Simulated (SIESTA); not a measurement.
HfB:

```
Hf B
1.0
     0.00000    2.31000    2.31000
     2.31000    0.00000    2.31000
     2.31000    2.31000    0.00000
Hf B
1 1
Direct
  0.50000 0.50000 0.50000
  0.00000 0.00000 0.00000
```

| Quantity | Value |
| --- | --- |
| Program | SIESTA 5.4.2 |
| Task | single point |
| Functional | PBE |
| Potentials or basis | PseudoDojo 0.4 standard (PBE files) |
| Basis | DZP (energy shift 0.003 Ry; two zetas on semicore shells) |
| Grid cutoff | 800 Ry |
| Energy shift | 0.003 Ry |
| k mesh | 10 × 10 × 10 |
| Occupations | fermi-dirac, width 0.05 eV |
| Spin | no spin polarisation |

On this cell: pressure 31.7 GPa; largest force zero by symmetry; band gap on the k mesh none (metal or under the smearing width).

The same run follows on a disturbed copy (atoms moved at random, drawn with an rms of 0.05 Å):

```
Hf B
1.0
     0.00000    2.31000    2.31000
     2.31000    0.00000    2.31000
     2.31000    2.31000    0.00000
Hf B
1 1
Direct
  0.49679 0.51141 0.50846
  0.99035 0.99461 0.99282
```

Task: What changes?

Result: The energy (extrapolated to zero smearing) moves by +31.8 meV/atom; pressure 32.5 GPa; largest force 1.241 eV/Å; band gap on the k mesh none (metal or under the smearing width).

Forces on the atoms (eV/Å):
```
Hf  -0.890 -0.595 -0.627
B    0.890  0.595  0.627
```

Stress tensor (GPa, compression positive):
```
33.06 -0.55 -0.58
-0.55 32.11 -0.39
-0.58 -0.39 32.21
```

Caveats: short orbitals over semicore shells can move pressures by several GPa; the basis of atomic orbitals isn't converged, which shifts pressures, moduli and gaps; a pressure of tens of GPa on the cell as given is suspect, and the run, the potentials or the cell itself is likely at fault (some runs).
